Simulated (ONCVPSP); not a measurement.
# Mg: generating and testing an ONCV potential

Task: generate the file, and judge it by its errors in other configurations, its logarithmic derivatives, its ghosts and its cutoff.

The numbers are computed with ONCVPSP 4.0.1.1 (patched build) (LDA (Perdew-Wang 92), scalar-relativistic, spin-unpolarised reference atom).

## 1. The design

The settings as typed:

```json
{
  "element": "magnesium (Mg, Z = 12)",
  "type": "optimised norm-conserving Vanderbilt (ONCV)",
  "frozen core": "[He]",
  "valence charge": "10",
  "reference configuration": "2s2 2p6 3s2",
  "partial waves": "2s+3s: rc 1.20 bohr, ncon 4, nbas 7, qcut 9.4 1/bohr, 2 projectors; 2p: rc 1.20 bohr, ncon 3, nbas 7, qcut 7.1 1/bohr, local; d scattering state at 0.3 Ha: rc 1.25 bohr, ncon 4, nbas 9, qcut 8.6 1/bohr, 2 projectors, debl 1.5 Ha",
  "local potential": "the p channel",
  "core correction": "not asked for"
}
```

## 2. The generation run

Mg.dat reads:

```
# ATOM AND REFERENCE CONFIGURATION
# atsym  z   nc   nv     iexc    psfile
  Mg 12.00    1    3  -001012      upf
#
#   n    l    f
    1    0    2.00
    2    0    2.00
    2    1    6.00
    3    0    2.00
#
# PSEUDOPOTENTIAL AND OPTIMIZATION
# lmax
    2
#
#   l,   rc,      ep,       ncon, nbas, qcut
    0    1.20    0.00    4    7    9.40
    1    1.20    0.00    3    7    7.10
    2    1.25    0.30    4    9    8.60
#
# LOCAL POTENTIAL
# lloc, lpopt,  rc(5),   dvloc0
    1    5    1.20    0.00
#
# VANDERBILT-KLEINMAN-BYLANDER PROJECTORs
# l, nproj, debl
    0    2    1.90
    1    0    1.40
    2    2    1.50
#
# MODEL CORE CHARGE
# icmod, fcfact, rcfact
    0    0.00    0.00
#
# LOG DERIVATIVE ANALYSIS
# epsh1, epsh2, depsh
   -4.00    5.00    0.02
#
# OUTPUT GRID
# rlmax, drl
    6.00    0.01
#
# TEST CONFIGURATIONS
# ncnf
    4
# nvcnf
#   n    l    f
    3
    2    0    2.00
    2    1    6.00
    3    0    1.00
#
    3
    2    0    2.00
    2    1    6.00
    3    0    0.00
#
    3
    2    0    2.00
    2    1    6.00
    3    0    1.50
#
    4
    2    0    2.00
    2    1    6.00
    3    0    0.00
    3    1    2.00
#
```

On the command line:

```
$ oncvpsp.x < Mg.dat > Mg.out
```

Before running it: what results should come out? Wanted: cutoffs; bound ghosts; GHOST(+) flags; largest test error; largest phase difference near zero energy, channels read.

As calculated:

| quantity | value |
| --- | --- |
| cutoffs | not determined |
| bound ghosts | none found |
| GHOST(+) flags | none at low energy |
| largest test error (AE − PS) | -767 meV, for 2s2 2p6 3s0 3p2 |
| largest phase difference near zero energy, channels read | 0.206 rad |

In words: The worst unpolarised test, 2s2 2p6 3s0 3p2, is off by 767 meV on 7.3 eV; by total energies transferability rates as poor. No common cutoff is read, since the p wave doesn't reach the tolerances within the program's table (it needs 40 Ha for the loosest): the potential is too hard for practical use. No bound ghost shows below the valence levels. Of the channels read, p scatters worst near zero energy, by up to 0.21 rad (at the energies tabulated).
